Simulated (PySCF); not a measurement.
Runs of PySCF 2.14.0 on F2TiCl2. The cell holds a molecule in a box, 5 atoms: a = 13.000 Å, b = 13.000 Å, c = 12.000 Å, α = 90.00°, β = 90.00°, γ = 90.00°. 

| task | level | three-body dispersion term | conv_tol | grid for exchange and correlation | frozen core bands | exxdiv | gap on the mesh (eV) |
| --- | --- | --- | --- | --- | --- | --- | --- |
| atomic charges | r2SCAN+D3(BJ) | no | 1e-07 Ha | Becke, atom-centred | - | - | 4.29 |
| excitation energies (Tamm-Dancoff) | PBE0 | - | 1e-08 Ha | Becke, atom-centred | 17 | ewald | (b) |
| atomic charges | PBEsol0 | - | 1e-07 Ha | Becke, atom-centred | - | ewald | 6.11 |
| atomic charges | r2SCAN50+D3(BJ) | no | 1e-07 Ha | Becke, atom-centred | - | ewald | 8.50 |
| MP2 correlation energy | HF | - | 1e-08 Ha | - | 17 | ewald | 13.21 |
| atomic charges | SCAN0 | - | 1e-07 Ha | Becke, atom-centred | - | ewald | (a) |

Alike in all rows: potentials or basis def2-svp (all-electron); no spin polarisation; cell as given; k mesh 1 × 1 × 1; smearing fixed.

Question: Estimate the missing entries.

Answer: (a) 6.36; (b) 6.12.

Caveats: this is a molecule in a periodic box at the Γ point, so its band gap is the HOMO-LUMO gap; the basis of atomic orbitals isn't converged, which shifts pressures, moduli and gaps; the basis is small and the box finite, so much correlation energy is missing and levels can be off by tenths of an eV (some runs); these D3(BJ) parameters were fitted with the three-body term, which the run leaves out (some runs); the iterative solver can pass over a root and still report convergence (some runs).

Runs at the PBE level aren't shown here.
